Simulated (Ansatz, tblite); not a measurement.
**The cluster In4As5H16+: one state, many levels**

How do method and basis change the picture of the cluster In4As5H16+ (singlet)?

The runs use Ansatz 0.2.0, Gaussian basis; as each input shows.

Plan: GFN1-xTB, GFN2-xTB, PBE-D4/def2-TZVP, r2SCAN-D4/def2-TZVP, BHLYP-D4/def2-TZVP, B97M-V/def2-TZVP, PBE-QIDH/def2-TZVP, PBE-D4/def2-SVP, PBE0-D4/def2-SVP, MP2/def2-TZVP, RPA/def2-TZVP.

1 further run of the same task is left out (set aside as unsound or not needed).

**1. The structure**

The singlet was relaxed beforehand with r2SCAN-D4/def2-SVP.

25 atoms, charge 1, spin multiplicity 1.

Bond lengths: In1–As5 2.666 Å, In1–As6 2.671 Å, In1–As7 2.699 Å, In1–H10 1.713 Å, In2–As6 2.767 Å, In2–As8 2.763 Å, In2–H11 1.708 Å, In2–H12 1.707 Å, In3–As5 2.758 Å, In3–As9 2.761 Å, In3–H13 1.706 Å, In3–H14 1.710 Å, In4–As7 2.698 Å, In4–As8 2.668 Å, In4–As9 2.669 Å, In4–H15 1.713 Å, As5–H16 1.511 Å, As5–H17 1.511 Å and more. Angles: As5–In1–As6 102.8°, As5–In1–As7 98.8°, As5–In1–H10 119.2°, As6–In1–As7 99.5°, As6–In1–H10 118.3°, As7–In1–H10 114.7°, As6–In2–As8 95.6°, As6–In2–H11 103.4°, As6–In2–H12 104.0°, As8–In2–H11 103.2°, As8–In2–H12 104.4°, H11–In2–H12 138.6°, As5–In3–As9 93.3°, As5–In3–H13 105.5°, As5–In3–H14 102.8°, As9–In3–H13 105.0°, As9–In3–H14 103.2°, H13–In3–H14 138.3° and more.

In takes a core potential in the def2 sets. No spin-orbit coupling is included. The ion is computed in the gas phase, without counter-ions or solvent.

PBE0-D4/def2-TZVP was run before; its log isn't repeated, and its numbers join the tables.

**2. GFN1-xTB**

Tight binding, by tblite at 300 K electronic temperature and without a spin-polarisation term:

```python
tblite.interface.Calculator('GFN1-xTB', numbers, positions, charge=1, uhf=0).singlepoint()
```

Energy -715.9945 eV, HOMO -13.07 eV, LUMO -9.61 eV; 0.082 s.

**3. GFN2-xTB**

Tight binding, by tblite at 300 K electronic temperature and without a spin-polarisation term:

```python
tblite.interface.Calculator('GFN2-xTB', numbers, positions, charge=1, uhf=0).singlepoint()
```

Energy -664.2572 eV, HOMO -13.41 eV, LUMO -10.18 eV; 0.07 s.

**4. PBE-D4/def2-TZVP**

start.molden holds the orbitals of an earlier run on this state, given as this run's starting guess.

The input, in.yaml:

```yaml
crystal:
  periodic: [false, false, false]
  atoms:
    - {symbol: In, position_ang: [-1.697548, -1.681976, 1.354796]}
    - {symbol: In, position_ang: [2.027354, -1.962992, -1.994618]}
    - {symbol: In, position_ang: [-1.932848, 1.843649, -2.051749]}
    - {symbol: In, position_ang: [1.680298, 1.707229, 1.343719]}
    - {symbol: As, position_ang: [-2.957931, 0.101285, -0.175163]}
    - {symbol: As, position_ang: [-0.020881, -2.854440, -0.362550]}
    - {symbol: As, position_ang: [0.026578, -0.018224, 2.596269]}
    - {symbol: As, position_ang: [2.938632, -0.022497, -0.250994]}
    - {symbol: As, position_ang: [-0.061537, 2.878349, -0.305201]}
    - {symbol: H, position_ang: [-2.613024, -2.678883, 2.404144]}
    - {symbol: H, position_ang: [1.213873, -1.058449, -3.193797]}
    - {symbol: H, position_ang: [3.198552, -3.201278, -1.899873]}
    - {symbol: H, position_ang: [-3.104536, 3.071230, -2.222945]}
    - {symbol: H, position_ang: [-1.005846, 0.815844, -3.055498]}
    - {symbol: H, position_ang: [2.608744, 2.696468, 2.388887]}
    - {symbol: H, position_ang: [-4.048380, -0.715097, -0.828841]}
    - {symbol: H, position_ang: [-3.852058, 0.834962, 0.797194]}
    - {symbol: H, position_ang: [-0.971998, -3.619758, -1.254459]}
    - {symbol: H, position_ang: [0.464849, -4.050811, 0.422777]}
    - {symbol: H, position_ang: [0.866307, -0.848655, 3.536854]}
    - {symbol: H, position_ang: [-0.737846, 0.743461, 3.652216]}
    - {symbol: H, position_ang: [3.992481, -0.609506, 0.659750]}
    - {symbol: H, position_ang: [3.873632, 0.872447, -1.032482]}
    - {symbol: H, position_ang: [-0.704502, 3.934561, 0.564218]}
    - {symbol: H, position_ang: [0.817625, 3.823060, -1.092641]}
basis:
  gaussian: {orbitals: def2-TZVP, fitting: {mean_field: def2-universal-jkfit}, initial_orbitals: start.molden}
total_charge: 1
hamiltonian: {xc: pbe, dispersion: d4}
scf: {omitted_lower_state_checks: [starts]}
output: {forces: true, orbitals: {seedname: orbitals}}
```

On the command line:

```
> ansatz run in.yaml --threads 2 --pin off --events-out ev --progress --plain --max-ram 22528MiB --backend cuda --devices 0, --max-vram 18GiB
```

After this run come: r2SCAN-D4/def2-TZVP; BHLYP-D4/def2-TZVP; B97M-V/def2-TZVP; PBE-QIDH/def2-TZVP; PBE-D4/def2-SVP; PBE0-D4/def2-SVP; MP2/def2-TZVP; RPA/def2-TZVP.

**Question.** What will the summary of the whole plan be? Wanted: gap in def2-TZVP, named functionals, smallest and largest; correlation energy, MP2/def2-TZVP; PBE0 total energy, smallest basis above largest.

As calculated:

| quantity | value |
| --- | --- |
| gap in def2-TZVP, named functionals, smallest and largest | 4.27 eV (PBE-D4), 7.62 eV (BHLYP-D4) |
| correlation energy, MP2/def2-TZVP | -68.58 eV |
| PBE0 total energy, smallest basis above largest | 38.46 eV (def2-SVP, def2-TZVP) |

In words: Over the named functionals in def2-TZVP the gap runs from 4.27 eV (PBE-D4) to 7.62 eV (BHLYP-D4); exact exchange widens it.
